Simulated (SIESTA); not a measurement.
**HfIn4SiO6 in SIESTA: convergence with real-space mesh cutoff**

Input of the first run (real-space mesh cutoff 100 Ry); the others differ in this setting and in those tied to it:

File HfIn4SiO6.fdf:

```
SystemName                      HfIn4SiO6
SystemLabel                     HfIn4SiO6
NumberOfSpecies                 4
NumberOfAtoms                   12
%block ChemicalSpeciesLabel
  1  72 Hf
  2  49 In
  3  14 Si
  4   8 O
%endblock ChemicalSpeciesLabel

LatticeConstant                 1.0 Ang
%block LatticeVectors
     5.2774300000     0.0000000000     0.0000000000
    -2.6387200000     4.5703900000     0.0000000000
     0.0000000000     0.0000000000    10.5590500000
%endblock LatticeVectors
AtomicCoordinatesFormat         Fractional
%block AtomicCoordinatesAndAtomicSpecies
     0.6666700000     0.3333300000     0.0000000000  1  Hf
     0.0000000000     0.0000000000     0.3044600000  2  In
     0.0000000000     0.0000000000     0.6955400000  2  In
     0.3333300000     0.6666700000     0.7891900000  2  In
     0.3333300000     0.6666700000     0.2108100000  2  In
     0.0000000000     0.0000000000     0.0000000000  3  Si
     0.9730000000     0.7049600000     0.8997200000  4  O
     0.2950400000     0.0270000000     0.1002800000  4  O
     0.2950400000     0.2680400000     0.8997200000  4  O
     0.7319600000     0.7049600000     0.1002800000  4  O
     0.7319600000     0.0270000000     0.8997200000  4  O
     0.9730000000     0.2680400000     0.1002800000  4  O
%endblock AtomicCoordinatesAndAtomicSpecies

%block kgrid.MonkhorstPack
    6   0   0  0.0
    0   6   0  0.0
    0   0   3  0.0
%endblock kgrid.MonkhorstPack
XC.Functional                   GGA
XC.Authors                      PBE
PAO.BasisSize                   DZP
PAO.EnergyShift                 0.003 Ry
Mesh.Cutoff                     100 Ry
OccupationFunction              FD
ElectronicTemperature           0.05 eV
MaxSCFIterations                120
SCF.MustConverge                false
SCF.Mixer.Method                Pulay
SCF.Mixer.Weight                0.25
SCF.Mixer.History               8
SCF.DM.Tolerance                5.0e-05
SCF.H.Tolerance                 1.0e-03 eV
WriteForces                     true
Charge.Mulliken                 end
%block PAO.Basis
  Hf 5
  n=5 0 2
    3.241 0.000
  n=6 0 2
    8.163 0.000
  n=5 1 2
    3.929 0.000
  n=6 1 1
    8.163
  n=5 2 2
    7.906 0.000
  In 4
  n=5 0 2
    6.996 0.000
  n=5 1 2
    9.500 0.000
  n=4 2 2
    4.106 0.000
  n=5 2 1
    9.500
%endblock PAO.Basis
Diag.ParallelOverK              true
```

Potentials or basis: PseudoDojo 0.4 standard (PBE files), DZP (energy shift 0.003 Ry; two zetas on semicore shells).

Command:

```console
$ mpirun -n 4 siesta HfIn4SiO6.fdf > HfIn4SiO6.out 2>&1
```

The cell was built by a generator and needn't be a form met in nature.

Hardware: 4 MPI ranks on Arm Neoverse V2, with other jobs on the host.

Question: The values tried are 100 Ry, 150 Ry, 200 Ry, 300 Ry, 400 Ry, 500 Ry, 700 Ry, 900 Ry, 1200 Ry, loosest first. From which on does the pressure stay within 0.1 GPa of the tightest run that finished?

Answer: From 200 Ry on.

```csv
real-space mesh cutoff,"energy less the tightest run, at zero smearing (meV/atom)",pressure (GPa),largest force (eV/Å),SCF cycles,CPU time (s)
100 Ry,-24.96,1.62,0.219,12,81
150 Ry,-6.46,1.34,0.206,12,91
200 Ry,-2.51,1.26,0.176,12,100
300 Ry,-0.37,1.22,0.175,12,130
400 Ry,0.01,1.21,0.175,12,170
500 Ry,0.02,1.20,0.176,12,200
700 Ry,0.01,1.21,0.176,12,320
900 Ry,0.00,1.21,0.176,12,400
1200 Ry,0.00,1.21,0.176,12,540
```

Against the tightest run, the energy stays within 1 meV/atom from 300 Ry on; the largest force stays within 0.005 eV/Å from 200 Ry on. Values are those asked for, which the program may round to a finer grid. The tightest run that finished is the yardstick and may itself not be fully converged.

Caveat, for the tightest run too: short orbitals over semicore shells can move pressures by several GPa; the basis of atomic orbitals isn't converged, which shifts pressures, moduli and gaps. The run has no spin-orbit coupling, so splittings on Hf are missing.
